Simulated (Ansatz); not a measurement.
Ge3Pd:

```
Pd Ge
1.0
     4.14202    0.00000    0.00000
     0.00000    4.14202    0.00000
     0.00000    0.00000    4.14202
Pd Ge
1 3
Direct
  0.00000 0.00000 0.00000
  0.50000 0.50000 0.00000
  0.50000 0.00000 0.50000
  0.00000 0.50000 0.50000
```

The cell comes from a database or a generator and needn't be the stable form of this composition.

* Program: Ansatz 0.2.0
* Task: single point
* Functional: PBE
* Potentials or basis: Ansatz PAW
* Cutoff: 420 eV (not typed: the program's choice for these potentials)
* k mesh: 7 × 7 × 7
* Occupations: fermi-dirac, width 0.05 eV
* Spin: no spin polarisation

On this cell: pressure -0.1 GPa; largest force zero by symmetry; band gap on the k mesh none (metal or under the smearing width).

The same run follows on a disturbed copy (atoms moved at random, drawn with an rms of 0.05 Å):

```
CELL_PARAMETERS angstrom
4.14202 0.00000 0.00000
0.00000 4.14202 0.00000
0.00000 0.00000 4.14202
ATOMIC_POSITIONS crystal
Pd 0.00622 0.99586 0.98313
Ge 0.50040 0.49628 0.00006
Ge 0.49946 0.00568 0.49902
Ge 0.00962 0.49349 0.50611
```

What changes?

The energy (extrapolated to zero smearing) moves by +1.2 meV/atom; pressure 0.1 GPa; largest force 0.147 eV/Å; band gap on the k mesh none (metal or under the smearing width).

Forces on the atoms (eV/Å):
```
Pd  -0.035 -0.048 -0.014
Ge   0.071  0.067  0.106
Ge   0.076 -0.097 -0.036
Ge  -0.112  0.077 -0.056
```
